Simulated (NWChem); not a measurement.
# InNH2Cl (SMILES [NH2][In][Cl]) at UPBE0/def2-SVP (core potential)

What is the vertical ionisation energy of InNH2Cl at UPBE0/def2-SVP (core potential)? 

The results are computed with NWChem 7.3.0.

2 further runs of the same task are left out: 2 that didn't finish.

### 1 The molecule

InNH2Cl: 5 atoms, total charge 0, spin state doublet. As SMILES, `[NH2][In][Cl]`. Geometry: relaxed at PBE0-D4/def2-TZVP. This is one conformer, not always the lowest.

Bond lengths: N1–In2 2.072 Å, In2–Cl3 2.369 Å, N1–H4 1.015 Å, N1–H5 1.017 Å. Angles: N1–In2–Cl3 113.1°, In2–N1–H4 113.0°, In2–N1–H5 110.3°, H4–N1–H5 107.4°.

### 2 A single-point energy at UPBE0/def2-SVP (core potential)

File job.nw:

```
start job
memory 2200 mb
geometry noautosym nocenter noautoz
   N     -0.142600     0.808600    -0.493900
   In    -0.411600    -1.217800    -0.153300
   Cl     1.391500    -2.211500     1.018700
   H     -0.999700     1.283800    -0.756700
   H      0.212300     1.263200     0.343800
end
basis "ao basis" spherical bse
   N library def2-SVP
   In library def2-SVP
   Cl library def2-SVP
   H library def2-SVP
end
ecp bse
   In library def2-SVP
end
dft
   xc pbe0
   mult 2
   grid medium
   convergence energy 1e-08
   maxiter 100
   mulliken
   print low
end
task dft energy
```

On the command line:

```console
$ nwchem job.nw > job.out
```

The program printed:

```text
[...]
 d= 0,ls=0.0,diis     1   -705.8405776388 -8.61D+02  1.25D-02  1.14D-01     1.1
[...]
 d= 0,ls=0.0,diis    12   -705.9154421737 -1.57D-09  4.99D-07  2.53D-10     9.4
[...]
         Total DFT energy =     -705.915442173669
      One electron energy =    -1354.903740339572
           Coulomb energy =      546.730661954748
    Exchange-Corr. energy =      -52.458893529212
 Nuclear repulsion energy =      154.716529740367
[...]
      Total Density - Mulliken Population Analysis
     ---------------------------------------------
    Atom       Charge   Shell Charges
 -----------   ------   -------------------------------------------------------
    1 N    7     7.41   1.99  1.01  0.52  2.33  1.55  0.01
    2 In  21    20.54  -0.60  2.60  1.00  0.39  2.77  3.23  0.76  0.25  9.65  0.48
    3 Cl  17    17.32   2.00  1.99  1.25  0.72  5.93  2.11  3.32  0.01
    4 H    1     0.86   0.71  0.11  0.05
    5 H    1     0.86   0.71  0.11  0.05
[...]
      <S2> =      0.7569 (Exact =     0.7500)
[...]
```

Wall time 9.9 s (1 thread of Intel Xeon 6975P-C (Granite Rapids), shared host); peak memory 0.11 GiB.

### 3 The singlet cation

File work.nw:

```
start work
title "ClH2InN"
memory total 2200 mb
charge 1

geometry noautosym nocenter noautoz
  N       -0.142600       0.808600      -0.493900
  In      -0.411600      -1.217800      -0.153300
  Cl       1.391500      -2.211500       1.018700
  H       -0.999700       1.283800      -0.756700
  H        0.212300       1.263200       0.343800
end

basis "ao basis" spherical bse
  * library def2-SVP
end

ecp bse
  In library def2-SVP
end

dft
  xc pbe0
  grid medium
  convergence energy 1e-08
  iterations 100
  mulliken
  noprint "final vectors analysis"
end

task dft
```

On the command line:

```console
$ nwchem work.nw > work.out
```

The program printed:

```text
[...]
          Wavefunction type:  closed shell.
          No. of atoms     :     5
          No. of electrons :    46
[...]
          Charge           :     1
          Spin multiplicity:     1
[...]
          AO basis - number of functions:    68
[...]
              XC Information
              --------------
                         PBE0 Method XC Functional
                     Hartree-Fock (Exact) Exchange  0.250
          PerdewBurkeErnzerhof Exchange Functional  0.750
            Perdew 1991 LDA Correlation Functional  1.000 local
           PerdewBurkeErnz. Correlation Functional  1.000 non-local
[...]
 d= 0,ls=0.0,diis     1   -705.4362212344 -8.60D+02  3.92D-02  1.38D+00     0.9
[...]
 d= 0,ls=0.0,diis    13   -705.6053391178 -5.58D-10  1.94D-07  3.49D-11     7.7
         Total DFT energy =     -705.605339117787
      One electron energy =    -1343.391896027464
           Coulomb energy =      535.206736164627
    Exchange-Corr. energy =      -52.136708995317
 Nuclear repulsion energy =      154.716529740367
[...]
      Total Density - Mulliken Population Analysis
     ---------------------------------------------
    Atom       Charge   Shell Charges
 -----------   ------   -------------------------------------------------------
    1 N    7     7.28   1.99  1.04  0.51  2.30  1.44  0.01
    2 In  21    20.04  -0.60  2.60  0.98  0.14  2.77  3.24  0.66  0.13  9.68  0.46
    3 Cl  17    17.07   2.00  1.99  1.29  0.68  5.93  2.09  3.08  0.01
    4 H    1     0.80   0.69  0.07  0.05
    5 H    1     0.80   0.69  0.06  0.05
[...]
```

Wall time 8.4 s (1 thread of Intel Xeon 6975P-C (Granite Rapids), shared host); peak memory 0.11 GiB.

### 4 What came out

At UPBE0/def2-SVP (core potential):

| quantity | value |
| --- | --- |
| doublet InNH2Cl: total energy | -705.91544 Eh |
| doublet InNH2Cl: ⟨S²⟩ | 0.757 |
| singlet cation: total energy | -705.60534 Eh |
| vertical ionisation energy (to the singlet cation) | 8.438 eV |

What this shows: Removing an electron at fixed nuclei costs 8.44 eV (814 kJ/mol). Only the singlet of the ionised species was computed; a triplet could lie lower. Mulliken charges (doublet InNH2Cl) run from -0.41 on N1 to +0.46 on In2; they depend strongly on the basis.
